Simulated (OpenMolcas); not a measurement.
**Nd³⁺ among point charges: CASSCF levels and susceptibility**

How does a field of 6 point charges split the states of Nd³⁺, and what χT follows?

Program: OpenMolcas 26.06. Level of theory: state-averaged CASSCF, spin-orbit coupling by RASSI with atomic mean-field integrals. These are calculated values, not measurements, unless marked.

## 1. What is computed

```
Species                           : Nd³⁺ (neodymium, Z = 60, 57 electrons)
Basis                             : ANO-RCC-VDZP [7s6p4d2f1g], 68 functions
Scalar Hamiltonian                : DKH2, point nucleus
Inactive shells                   : 1s 2s 2p 3s 3p 3d 4s 4p 4d 5s 5p
Active space                      : 3 electrons in 7 orbitals (4f)
Some configurations of this space : 4f³
Orbitals                          : optimised for the highest spin of each parity, averaged over all roots
```

The outer shells:

4f3
```
4f [↑ ][↑ ][↑ ][  ][  ][  ][  ]
```

The ion sits among 6 point charges of -0.75 e arranged as a trigonal prism (D3h), 2.23 Å from the ion, with a polar angle of 57.4° against the regular 49.1°.

The work runs as a chain of OpenMolcas steps in one folder; each step below is one input file. Labels, J, g values, rates, χT and fits are worked out afterwards by a script from the matrices that RASSI stores.

## 2. One- and two-electron integrals

a.inp reads:

```
&GATEWAY
Coord
1

Nd 0.0 0.0 0.0
Basis=ANO-RCC-VDZP
Group=NoSym
NoMove
AngMom=0.0 0.0 0.0
AMFI
XField
6 Angstrom 0
1.879654 0.000000 1.199917 -0.750000
-0.939827 1.627828 1.199917 -0.750000
-0.939827 -1.627828 1.199917 -0.750000
1.879654 0.000000 -1.199917 -0.750000
-0.939827 1.627828 -1.199917 -0.750000
-0.939827 -1.627828 -1.199917 -0.750000
&SEWARD
```

On the command line:

```
$ OMP_NUM_THREADS=1 MOLCAS_MEM=2252 MOLCAS_PROJECT=a pymolcas a.inp > a.log
```

## 3. Reference wave functions, quartets, 35 roots

a.inp reads:

```
&RASSCF
FileOrb=start.orb
Symmetry=1
Spin=4
nActEl=3 0 0
Inactive=27
Ras2=7
CIRoot=35 35 1
SDav=35
CIMx=300
Iter=120 100
PrWF=0.3
OrbListing=Nothing
MaxOrb=0
>>> COPY $Project.JobIph JOB001
```

start.orb holds the contracted functions of the basis, ordered by shell, or the orbitals of the step before.

## 4. Reference wave functions, doublets, 112 roots

a.inp reads:

```
&RASSCF
FileOrb=start.orb
Symmetry=1
Spin=2
nActEl=3 0 0
Inactive=27
Ras2=7
CIRoot=112 112 1
SDav=112
CIMx=300
Iter=120 100
PrWF=0.3
OrbListing=Nothing
MaxOrb=0
CIOnly
>>> COPY $Project.JobIph JOB002
```

## 5. State interaction with spin-orbit coupling

a.inp reads:

```
&RASSI
NrOfJobIphs=2 35 89
1 2 3 4 5 6 7 8 9 10 11 12 13 14 15 16 17 18 19 20 21 22 23 24 25 26 27
28 29 30 31 32 33 34 35
1 2 3 4 5 6 7 8 9 10 11 12 13 14 15 16 17 18 19 20 21 22 23 24 25 26 27
28 29 30 31 32 33 34 35 36 37 38 39 40 41 42 43 44 45 46 47 48 49 50 51
52 53 54 55 56 57 58 59 60 61 62 63 64 65 66 67 68 69 70 71 72 73 74 75
76 77 78 79 80 81 82 83 84 85 86 87 88 89
IphNames
JOB001
JOB002
EJob
SpinOrbit
DIPRint=1.0
SOCoupling=1000.0
Subsets=2
Property=9
'ANGMOM' 1 'ANGMOM' 2 'ANGMOM' 3 'MLTPL  1' 1 'MLTPL  1' 2 'MLTPL  1' 3
'AMFI' 1 'AMFI' 2 'AMFI' 3
SOProperty=3
'ANGMOM' 1 'ANGMOM' 2 'ANGMOM' 3
```

**Question.** What will these runs give? Wanted: spin-free ground state; first state of the same spin within the active space; lowest level; next level.

**Answer**, as computed:

| quantity | value |
| --- | --- |
| method | CASSCF |
| spin-free ground state | 4A1, 1-fold in its orbital part |
| first state of the same spin within the active space | 4E at 27.9 cm⁻¹ |
| lowest level | 2-fold E1/2, g = 0.91, 0.91, 3.42 |
| next level | 17.3 cm⁻¹ |
| χT at 300 K | 1.70 cm³ K/mol |
| effective moment at 300 K | 3.69 μB |

**Reading.** The spin-free ground state (4A1) comes to 100 % from free-ion I terms and keeps the highest spin of the shell. The doublets rest on orbitals optimised for another spin in at least one step, which raises them against the optimised states. Not all states of the active space went into the spin-orbit step. High states of lower spin are left out of the spin-orbit mixing, and CASSCF puts spin-flip levels too high. Point charges carry no covalency, so the field is a model and not that of real ligands.
